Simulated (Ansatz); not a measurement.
# ClF3H3O2Ta: the cost of one run

Program: Ansatz 0.2.0. Level of theory: RKS PBE-D4/def2-SVP. These are calculated values, not measurements.

## Step 1: The structure to begin with

Bond lengths: Ta1–F2 2.280 Å, Ta1–F3 1.930 Å, Ta1–O4 2.020 Å, O4–H5 1.010 Å, Ta1–O6 2.020 Å, O6–H7 1.010 Å, Ta1–F8 1.930 Å, Ta1–Cl9 2.770 Å. Angles (14 of 17 angles, heavy atoms first): F2–Ta1–F3 90.0°, F2–Ta1–O4 90.0°, F2–Ta1–O6 120.0°, F2–Ta1–F8 120.0°, F2–Ta1–Cl9 71.6°, F3–Ta1–O4 180.0°, F3–Ta1–O6 90.0°, F3–Ta1–F8 90.0°, F3–Ta1–Cl9 59.6°, O4–Ta1–O6 90.0°, O4–Ta1–F8 90.0°, O4–Ta1–Cl9 120.4°, O6–Ta1–F8 120.0°, O6–Ta1–Cl9 148.6°.

As a file:

```xyz
10

Ta    0.0000    0.0000    0.0000
F     2.2800    0.0000    0.0000
F     0.0000    0.0000    1.9300
O     0.0000    0.0000   -2.0200
H    -0.6343   -0.7100   -2.3571
O    -1.0100    1.7493    0.0000
H    -1.4859    1.8638    0.8834
F    -0.9650   -1.6714    0.0000
Cl    0.8734   -2.2249    1.3999
H     2.0981   -1.0936    0.6881
```

## Step 2: Pulling towards end A

Springs on the bonds that form and break draw the guess towards this end; the thresholds are loose.

File input.yaml:

```yaml
crystal:
  periodic: [false, false, false]
  atoms:
    - { symbol: Ta, position_ang: [0.0, 0.0, 0.0] }
    - { symbol: F, position_ang: [2.28, 0.0, 0.0] }
    - { symbol: F, position_ang: [0.0, 0.0, 1.93] }
    - { symbol: O, position_ang: [0.0, 0.0, -2.02] }
    - { symbol: H, position_ang: [-0.6343, -0.71, -2.3571] }
    - { symbol: O, position_ang: [-1.01, 1.7493, 0.0] }
    - { symbol: H, position_ang: [-1.4859, 1.8638, 0.8834] }
    - { symbol: F, position_ang: [-0.965, -1.6714, 0.0] }
    - { symbol: Cl, position_ang: [0.8734, -2.2249, 1.3999] }
    - { symbol: H, position_ang: [2.0981, -1.0936, 0.6881] }
basis:
  gaussian: { orbitals: def2-SVP }
hamiltonian:
  xc: pbe
  dispersion: d4
relax:
  f_tol: 0.15
  max_steps: 25
  restrain:
    - { distance: [0, 8], at: 3.67, k: 30.0 }
    - { distance: [9, 1], at: 2.12, k: 30.0 }
    - { distance: [0, 1], at: 1.93, k: 30.0 }
    - { distance: [9, 8], at: 1.37, k: 30.0 }
output:
  orbitals: {}
```

The run is started by

```bash
ansatz run input.yaml --threads 4 --pin off --max-ram 5120MiB --backend cpu --events-out ev --progress --plain --runs-dir out
```

What time and memory should one allow on 4 threads of Arm Neoverse V2, shared host?

About 26 s, with a peak of 0.2 GiB.
